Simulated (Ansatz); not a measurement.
**TiC: one crystal by all-electron and frozen-core methods**

The same cell of TiC is computed with all-electron LAPW, PAW on the default files and all-electron PAW on datasets made for the crystal, to set the results side by side.

Computed with Ansatz 0.2.0 (DFT PBEsol, scalar-relativistic, unless a step's input says otherwise).

### Step 1. Starting point

It takes space group Fm-3m (No. 225, cubic). The conventional cell has a = 4.328 Å, b = 4.328 Å, c = 4.328 Å, α = 90.00°, β = 90.00°, γ = 90.00°. Around Ti (site symmetry m-3m) lie 6 C at 2.16 Å. C (site symmetry m-3m) has 6 Ti at 2.16 Å as nearest neighbours.

Structure file:

```cif
data_structure
_symmetry_space_group_name_H-M 'Fm-3m'
_symmetry_Int_Tables_number 225
_cell_length_a 4.3280
_cell_length_b 4.3280
_cell_length_c 4.3280
_cell_angle_alpha 90.000
_cell_angle_beta 90.000
_cell_angle_gamma 90.000
_cell_volume 81.07
loop_
_atom_site_label
_atom_site_type_symbol
_atom_site_symmetry_multiplicity
_atom_site_Wyckoff_symbol
_atom_site_fract_x
_atom_site_fract_y
_atom_site_fract_z
_atom_site_occupancy
Ti1 Ti 4 a 0.00000 0.00000 0.00000 1
C1 C 4 b 0.50000 0.00000 0.00000 1
```

The file gives the conventional cell by its symmetry; the runs use the cell typed in the input.

The geometry is a database entry used as it stands. It may stem from high pressure or temperature, or be incomplete, so it serves as a test cell.

Atoms are numbered in the order of the input: Ti1, C2.

### Step 2. All-electron LAPW

input.yaml

```yaml
crystal:
  lattice:
    - [0.0, 2.164, 2.164]
    - [2.164, 0.0, 2.164]
    - [2.164, 2.164, 0.0]
  atoms:
    - { symbol: Ti, position: [0.0, 0.0, 0.0] }
    - { symbol: C, position: [0.5, 0.5, 0.5] }
kpoints:
  mp_grid: { grid: [16, 16, 16] }
  band_path:
    path:
      - [0.0, 0.0, 0.0]
      - [0.5, 0.0, 0.5]
      - [0.625, 0.25, 0.625]
      - [0.375, 0.375, 0.75]
      - [0.0, 0.0, 0.0]
      - [0.5, 0.5, 0.5]
      - [0.5, 0.25, 0.75]
      - [0.5, 0.0, 0.5]
    npoints: 14
scf:
  occupations: { method: fermi_dirac, width: 0.03 }
hamiltonian:
  xc: pbesol
  pseudopotentials: { kind: all_electron, lapw: { basis_error: 0.001 } }
output:
  forces: true
  stress: true
  eigenvalues: true
  fatbands: true
  populations: true
  dos: { projected: true, de: 0.2, e_range: [-14, 8] }
```

Command:

```bash
ansatz run input.yaml --threads 1 --pin off --max-ram 3072MiB --backend cpu --events-out ev --progress --plain --runs-dir out
```

What it wrote:

```text
Ti: projections on atomic orbitals take those of the free atom 1s2 2s2 2p6 3s2 3p6 3d2 4s2, of charge +0.00 (hamiltonian.pseudopotentials.projection_atoms)
C: projections on atomic orbitals take those of the free atom 1s2 2s2 2p2, of charge +0.00 (hamiltonian.pseudopotentials.projection_atoms)
LAPW: plane waves up to 9.060 Å⁻¹, error target 1.0e-3 eV per atom; small_component_spin mean_spin; C in spheres of 0.939 Å, 6 of its electrons in bands, Dirac shells []; Ti in spheres of 1.225 Å, 18 of its electrons in bands, Dirac shells []
Engine: ansatz 0.2.0
Pseudopotentials: kind: all_electron
Pseudopotential: Ti, LAPW, valence charge 18, Koelling and Harmon's equation, gaussian nucleus
Pseudopotential: C, LAPW, valence charge 6, Koelling and Harmon's equation, gaussian nucleus
Functional definition: PBEsol
  exchange = pbesol_x
  correlation = pbesol_c
Crystal: 2 atoms, lattice volume = 20.268 Å³
Basis set: ecut = 312.7580933746065 eV, 259 PW (Γ), exchange–correlation at level 2
Bands: 16, of which v1, the nominal top of the filled ones, is band 12 counted from 1 (11 counted from 0)
Symmetry: 48 space group operations
Space group: Fm-3m (ITA 225), of the structure as read, at distance tolerance 2.7e-5 Å
k-points: 145 of 4096
Non-local potential: Ti, projectors of the file, none
Non-local potential: C, projectors of the file, none
Initial density: superposition of atomic densities (chi_scale 0.1, normalization cell, long waves kept (reshape's long-wave potential 0.00 eV rms))
Initial wavefunctions: plane waves of lowest kinetic energy (no species holds an atomic orbital)
Functional: x = pbesol(κ = 0.804, μ = 0.12345679012345678), c = pbesol(β = 0.046)
iter 1 solved again at ethr=2.47e-2 eV; its pass at ethr=1.00e-1 eV (dr2=5.93e0 eV) is discarded
SCF iter   1: F=—  HF=-24244.229437 eV  |F-HF|=—  |Δ(HF+E_count)|=         —  Δρ=1.54e-1  dr2=5.93e0  ethr=2.47e-2  ⟨swp⟩=2.0  Hψ=14499  notcnv=0
preconditioner: auto → none  [insulator: Δε(μ)=0.077 eV  Ē_g=20.526 eV  σ=0.030 eV  W_gap=0.51  n_scr=8 (ndim 8)  ℏωp=30.9 eV  f_vac=0.000  D(μ)=0.16/eV (n_scr^D=0)  ε∞_Penn≈3.3]
SCF iter   2: F=—  HF=-24245.151619 eV  |F-HF|=—  |Δ(HF+E_count)|=   9.22e-1  Δρ=1.75e-1  dr2=7.40e0  ethr=2.47e-2  ⟨swp⟩=3.0  Hψ=7514  notcnv=0
iter 3 solved again at ethr=4.94e-4 eV; its pass at ethr=2.47e-2 eV (dr2=1.18e-1 eV) is discarded
SCF iter   3: F=—  HF=-24242.082718 eV  |F-HF|=—  |Δ(HF+E_count)|=    3.07e0  Δρ=2.59e-2  dr2=1.19e-1  ethr=4.94e-4  ⟨swp⟩=2.0  Hψ=11845  notcnv=0
SCF iter   4: F=—  HF=-24242.018799 eV  |F-HF|=—  |Δ(HF+E_count)|=         —  Δρ=9.52e-3  dr2=9.41e-3  ethr=4.94e-4  ⟨swp⟩=3.0  Hψ=7784  notcnv=0
the basis was enlarged: its passes take 82.7 KiB over the memory plan, 1 of 1 planned eigensolver slots
SCF iter   5: F=—  HF=-24242.017271 eV  |F-HF|=—  |Δ(HF+E_count)|=   1.53e-3  Δρ=3.02e-3  dr2=2.10e-3  ethr=3.92e-5  ⟨swp⟩=2.0  Hψ=7180  notcnv=0
SCF iter   6: F=—  HF=-24242.016099 eV  |F-HF|=—  |Δ(HF+E_count)|=   1.17e-3  Δρ=1.33e-3  dr2=3.73e-4  ethr=8.76e-6  ⟨swp⟩=2.0  Hψ=6604  notcnv=0
SCF iter   7: F=—  HF=-24242.015700 eV  |F-HF|=—  |Δ(HF+E_count)|=   4.00e-4  Δρ=5.08e-4  dr2=4.93e-5  ethr=1.56e-6  ⟨swp⟩=2.0  Hψ=6606  notcnv=0
SCF iter   8: F=—  HF=-24242.015623 eV  |F-HF|=—  |Δ(HF+E_count)|=   7.70e-5  Δρ=9.86e-5  dr2=1.67e-6  ethr=2.05e-7  ⟨swp⟩=2.1  Hψ=6651  notcnv=0
SCF iter   9: F=-24242.015619 eV  HF=-24242.015619 eV  |F-HF|=7.26e-8  |Δ(HF+E_count)|=   3.11e-6  Δρ=8.87e-6  dr2=1.20e-8  ethr=6.96e-9  ⟨swp⟩=3.0  Hψ=6921  notcnv=0
SCF 1 converged in 9 iterations: F = -24242.015619 eV  dr2 = 1.20e-8
NSCF: frozen V_eff on 99 k-points
SCF converged after 9 iterations
Free energy (F): -24242.015619 eV
Harris-Foulkes:  -24242.015619 eV  (|F-HF|=7.26e-8)
Internal energy: -24242.014295 eV  (E = F + TS)
E sigma→0 (E₀):  -24242.014957 eV
Entropy (-TS):   -0.001325 eV (-0.662 meV/atom)
Fermi energy:    15.050373 eV
--- Per-component energies (eV) ---
  E_band       = -3136.268025
  E_kinetic    = 24456.287480
  E_xc         = -1264.791339
  E_electrostatic = -47433.510435  (all electrons and nuclei)
  E_smearing   = -0.001325  (= −TS)
  E_closure    = 0.000000  (closes the sum)
  E_atoms      = -24223.322356  (free atoms, spherical and without spin; not in F)
  Σ components = -24242.015619   (vs F -24242.015619, Δ=0.00e0)
  Basis errors (estimates in eV, not in F): energy 3.0e-4 per atom: plane waves 2.6e-4 (1.5e-4 summed), levels above the bands 1.6e-29, relativity 8.4e-9, radial functions 4.3e-5, core shells 2.3e-7; eigenvalues (radial functions only) 3.2e-6; not estimated: angular momenta, meshes, grids; target (lapw.basis_error) 1.0e-3; muffin-tin radii C 0.939 Å, Ti 1.225 Å
--- Forces (eV/Å), atoms counted from 1 ---
  atom   1  Ti    -0.00000000     0.00000000    -0.00000000
  atom   2  C      0.00000000    -0.00000000    -0.00000000
  max |Σ_I F_I| component: 2.89e-30 eV/Å
--- Stress (GPa, compression-positive) ---
       -6.195613      -0.000000       0.000000
       -0.000000      -6.195613      -0.000000
        0.000000      -0.000000      -6.195613
  P = ⅓ Tr σ = -6.1956 GPa (-61.956 kbar)
--- Band table (eV; the first three rows and the last of 145) ---
  k-point 0: bands = ["-422.6920", "-422.6920", "-422.6920", "-248.2886", "-41.2190", "-17.3570", "-17.3570", "-17.3570", "2.6781", "15.7347", "15.7347", "15.7347", "16.7677", "16.7677", "16.7677", "16.8066"]
  k-point 1: bands = ["-422.6920", "-422.6920", "-422.6920", "-248.2886", "-41.2161", "-17.3774", "-17.3589", "-17.3589", "2.7678", "15.2958", "15.5420", "15.5420", "16.0970", "16.0970", "17.0008", "17.8009"]
  k-point 2: bands = ["-422.6920", "-422.6920", "-422.6920", "-248.2886", "-41.2079", "-17.4350", "-17.3643", "-17.3643", "3.0313", "14.4191", "14.7834", "14.7834", "16.1655", "16.1655", "17.3271", "18.8720"]
  k-point 144: bands = ["-422.6920", "-422.6920", "-422.6920", "-248.2886", "-41.1175", "-17.6707", "-17.6707", "-17.5391", "5.5973", "11.8957", "11.8957", "12.3510", "17.8716", "17.8716", "18.6196", "20.2672"]
--- Löwdin populations: 2 sites ---
  site symbol       q [e]
     0     Ti     21.1684
     1      C      6.7848
  spilling = 0.001670 (of n_electrons = 28.000000)
```

Run time: 26 s. Hardware: 1 thread of Arm Neoverse V1, shared host; peak memory 0.42 GiB.

Result: pressure -6.20 GPa; no gap.

Levels at the path's labelled points, in eV from the Fermi level:

```
point  band 9  band 10  band 11  band 12  band 13  band 14  band 15
    Γ  -12.37     0.68     0.68     0.68     1.72     1.72     1.72
    X  -10.06    -3.43    -1.67    -0.01    -0.01     2.77     3.57
    U   -9.53    -3.49    -3.35    -1.70     1.47     3.18     3.87
    K   -9.53    -3.49    -3.35    -1.70     1.47     3.18     3.87
    Γ  -12.37     0.68     0.68     0.68     1.72     1.72     1.72
    L   -8.83    -5.87    -2.89    -2.89     2.96     2.96     4.15
    W   -9.45    -3.15    -3.15    -2.70     2.82     2.82     3.57
    X  -10.06    -3.43    -1.67    -0.01    -0.01     2.77     3.57
```

States per cell in windows of 1 eV (zero at the Fermi level; grid of 0.20 eV, so sharp peaks spill over the borders):

```
from  to  total  Ti 3d  C 2p  C 2s
 -10  -9   1.38   0.29  0.02  0.94
  -9  -8   0.08   0.01  0.00  0.07
  -8  -7   0.00   0.00  0.00  0.00
  -7  -6   0.00   0.00  0.00  0.00
  -6  -5   0.14   0.05  0.08  0.00
  -5  -4   0.76   0.24  0.42  0.02
  -4  -3   1.04   0.28  0.66  0.02
  -3  -2   2.45   1.12  1.25  0.02
  -2  -1   1.14   0.56  0.56  0.01
  -1   0   0.44   0.19  0.24  0.00
   0   1   0.40   0.25  0.15  0.00
   1   2   0.85   0.68  0.15  0.01
   2   3   1.65   1.44  0.17  0.02
   3   4   2.92   2.39  0.45  0.03
   4   5   0.98   0.64  0.29  0.02
```

### Step 3. PAW on the default files

input.yaml, as its differences from that of step 2:

```diff
@@ -25,3 +25,3 @@
   xc: pbesol
-  pseudopotentials: { kind: all_electron, lapw: { basis_error: 0.001 } }
+  pseudopotentials: { kind: paw }
 output:
@@ -30,4 +30,9 @@
   eigenvalues: true
-  fatbands: true
+  efg: { contact_densities: true }
   populations: true
+  bader: true
   dos: { projected: true, de: 0.2, e_range: [-14, 8] }
+  write_density: true
+  write_potential: true
+  elf: true
+  volumetric_format: npy
```

Command:

```bash
ansatz run input.yaml --threads 1 --pin off --max-ram 3072MiB --backend cpu --events-out ev --progress --plain --runs-dir out
```

What it wrote, cut to the lines that bear on the results:

```text
[...]
Pseudopotentials: kind: paw
Pseudopotential: Ti, paw, valence charge 12, recommended cutoff 420 eV (normal)
Pseudopotential: C, paw, valence charge 4, recommended cutoff 420 eV (normal)
[... 1 set-up line as earlier in the session ...]
[...]
Crystal: 2 atoms, lattice volume = 20.268 Å³
Basis set: ecut = 420 eV, 411 PW (Γ), exchange–correlation on 48×48×48 points (8 copies of the dense FFT grid, shifted against one another)
Bands: 12, of which v1, the nominal top of the filled ones, is band 8 counted from 1 (7 counted from 0)
[... 2 set-up lines as earlier in the session ...]
k-points: 145 of 4096
[...]
SCF iter   1: F=—  HF=-2722.415666 eV  |F-HF|=—  |Δ(HF+E_count)|=         —  Δρ=1.04e-2  dr2=2.51e-2  ethr=1.77e-3  ⟨swp⟩=4.4  Hψ=8322  notcnv=0
[...]
  P = ⅓ Tr σ = -6.1644 GPa (-61.644 kbar)
--- PAW observables at the nuclei: V_zz in 10²¹ V/m², potentials from the cell's mean, atoms counted from 1 ---
  atom   1  Ti V_zz =    +0.000000   η = 0.0000   by run symmetry: forbidden
            electrostatic potential = -2532.856149 V   contact ρ = 56639.912638 e/Å³
  atom   2  C  V_zz =    -0.000000   η = 0.0000   by run symmetry: forbidden
            electrostatic potential = -421.909516 V   contact ρ = 862.795527 e/Å³
--- Band table (eV; the first three rows and the last of 145) ---
  k-point 0: bands = ["-41.6602", "-17.7965", "-17.7965", "-17.7965", "2.2350", "15.2929", "15.2929", "15.2929", "16.3247", "16.3247", "16.3247", "16.3671"]
[...]
--- Löwdin populations: 2 sites ---
  site symbol       q [e]
     0     Ti     11.1813
     1      C      4.7669
  spilling = 0.003239 (of n_electrons = 16.000000)
--- Bader charges: 2 sites ---
  site symbol  charge [e]  shift [e]
     0     Ti      1.6625     0.0008
     1      C     -1.6625     0.0008
  estimated error of the sums over rays = 8.8e-4 e
```

It took 15 s on 1 thread of Arm Neoverse V1, shared host; peak memory 0.35 GiB.

Read from it: pressure -6.16 GPa; no gap.

```csv
atom,Bader charge (e),basin volume (Å³)
Ti1,+1.66,8.11
C2,-1.66,12.16
```

The fields are shown in the conventional cell of this run's space group, carried over from its grid by interpolation.

Density in a lattice plane of the grid's cell (edges 4.33 and 4.33 Å, at 0.000 of the third edge), which holds Ti and C.

Ten even steps from ' ' (0.21 e/Å³) to '@' (10.11 e/Å³):
```
@@%%**--..          ..........          ..--**%%
**++--::            ..........            ::--++
::::..                                      ..::
                                                
                                                
                                                
                    ..::::::..                  
......            ::--++**++--::            ....
......          ..--**%%@@%%**--..          ....
........        ..==##@@@@@@##==..        ......
......          ..--**%%@@%%**--..          ....
......            ::--++**++--::            ....
                    ..::::::..                  
                                                
                                                
                                                
::::..                                      ..::
**++--::            ..........            ::--++
@@%%**--..          ..........          ..--**%%
@@@@##==..        ..............        ..==##@@
```
Columns run along the first of these edges and rows up along the second, over one cell in 24 and 20 even steps from the bottom left corner. Atoms in the plane (fractional): Ti at (0.00, 0.00), Ti at (0.50, 0.50), C at (0.00, 0.50), C at (0.50, 0.00).

ELF in the same plane.

Ten even steps from '0' (0.00) to '9' (0.78):
```
136753479973137997435763
677632379998789997323677
775311368999999986311357
442111346778887764311124
443333233334443333233334
887764311124442111346778
999986311357775311368999
789997323677677632379998
137997435763136753479973
015897436851015863479851
137997435763136753479973
789997323677677632379998
999986311357775311368999
887764311124442111346778
443333233334443333233334
442111346778887764311124
775311368999999986311357
677632379998789997323677
136753479973137997435763
015863479851015897436851
```
Columns run along the first of these edges and rows up along the second, over one cell in 24 and 20 even steps from the bottom left corner. Atoms in the plane (fractional): Ti at (0.00, 0.00), Ti at (0.50, 0.50), C at (0.00, 0.50), C at (0.50, 0.00).

Both are smooth fields of the valence electrons: close to the nuclei they are not physical.

Outside the cores ELF peaks at 0.80 in the shell around C, 0.7 Å from C.

### Step 4. All-electron PAW on datasets made for the crystal

input.yaml, as its differences from that of step 3:

```diff
@@ -20,3 +20,3 @@
       - [0.5, 0.0, 0.5]
-    npoints: 14
+    npoints: 8
 scf:
@@ -25,3 +25,3 @@
   xc: pbesol
-  pseudopotentials: { kind: paw }
+  pseudopotentials: { kind: all_electron, datasets: crystal }
 output:
@@ -31,8 +31 @@
   efg: { contact_densities: true }
-  populations: true
-  bader: true
-  dos: { projected: true, de: 0.2, e_range: [-14, 8] }
-  write_density: true
-  write_potential: true
-  elf: true
-  volumetric_format: npy
```

Command:

```bash
ansatz run input.yaml --threads 1 --pin off --max-ram 3072MiB --backend cpu --events-out ev --progress --plain --runs-dir out
```

What it wrote, cut to the lines that bear on the results:

```text
[...]
[... 1 set-up line as earlier in the session ...]
Pseudopotential: Ti, paw, valence charge 12, recommended cutoff 340 eV (normal), Koelling and Harmon's equation, gaussian nucleus
Pseudopotential: C, paw, valence charge 4, recommended cutoff 340 eV (normal), Koelling and Harmon's equation, gaussian nucleus
[... 1 set-up line as earlier in the session ...]
[...]
Crystal: 2 atoms, lattice volume = 20.268 Å³
Basis set: ecut = 340 eV, 283 PW (Γ), exchange–correlation on 40×40×40 points (8 copies of the dense FFT grid, shifted against one another)
Bands: 12, of which v1, the nominal top of the filled ones, is band 8 counted from 1 (7 counted from 0)
[... 2 set-up lines as earlier in the session ...]
k-points: 145 of 4096
[...]
--- Forces (eV/Å), atoms counted from 1 ---
  atom   1  Ti    -0.00000000     0.00000000    -0.00000000
  atom   2  C      0.00000000    -0.00000000     0.00000000
[...]
--- Stress (GPa, compression-positive) ---
       -6.194738       0.000000      -0.000000
        0.000000      -6.194738      -0.000000
       -0.000000      -0.000000      -6.194738
  P = ⅓ Tr σ = -6.1947 GPa (-61.947 kbar)
--- PAW observables at the nuclei: V_zz in 10²¹ V/m², potentials from the cell's mean, atoms counted from 1 ---
  atom   1  Ti V_zz =    -0.000000   η = 0.0000   by run symmetry: forbidden
            electrostatic potential = -2531.334875 V   contact ρ = 56686.896170 e/Å³
  atom   2  C  V_zz =    +0.000000   η = 0.0000   by run symmetry: forbidden
            electrostatic potential = -421.138366 V   contact ρ = 862.942546 e/Å³
--- Band table (eV; the first three rows and the last of 145) ---
  k-point 0: bands = ["-41.2185", "-17.3566", "-17.3566", "-17.3566", "2.6782", "15.7349", "15.7349", "15.7349", "16.7678", "16.7678"]
[...]
```

Wall time 17 s (1 thread of Arm Neoverse V1, shared host); peak memory 0.47 GiB.

Result: pressure -6.19 GPa; no gap.

| atom | contact density (e/Å³) |
| --- | --- |
| Ti1 | 56686.9 |
| C2 | 862.9425 |

### Step 5. Comparison

| method | pressure (GPa) | SCF cycles, all passes |
| --- | --- | --- |
| LAPW | -6.20 | 9 |
| PAW | -6.16 | 6 |
| crystal datasets | -6.19 | 10 |

### Step 6. Summary of results

| quantity | value |
| --- | --- |
| pressure | LAPW -6.20, PAW -6.16, crystal datasets -6.19 GPa |
| gap (LAPW) | none |
| Bader charges (PAW) | Ti1 +1.66, C2 -1.66 e |
| highest ELF (PAW) | 0.80, 0.74 Å from C |

What this shows: The pressure of -6.2 GPa pushes the cell to shrink, with the atoms held in place. There is no gap at this level; the crystal is a metal here. Within 0.3 eV of the Fermi level the largest projected share is C 2p (50 %). The projection holds only the free atom's occupied shells (Ti 4s, Ti 3d, C 2s, C 2p in this range). In pressure, PAW differs from LAPW by +0.03 GPa. LAPW took about 1.8 times as long as PAW (26 s against 15 s, on a shared host and with the outputs that each input asks for).
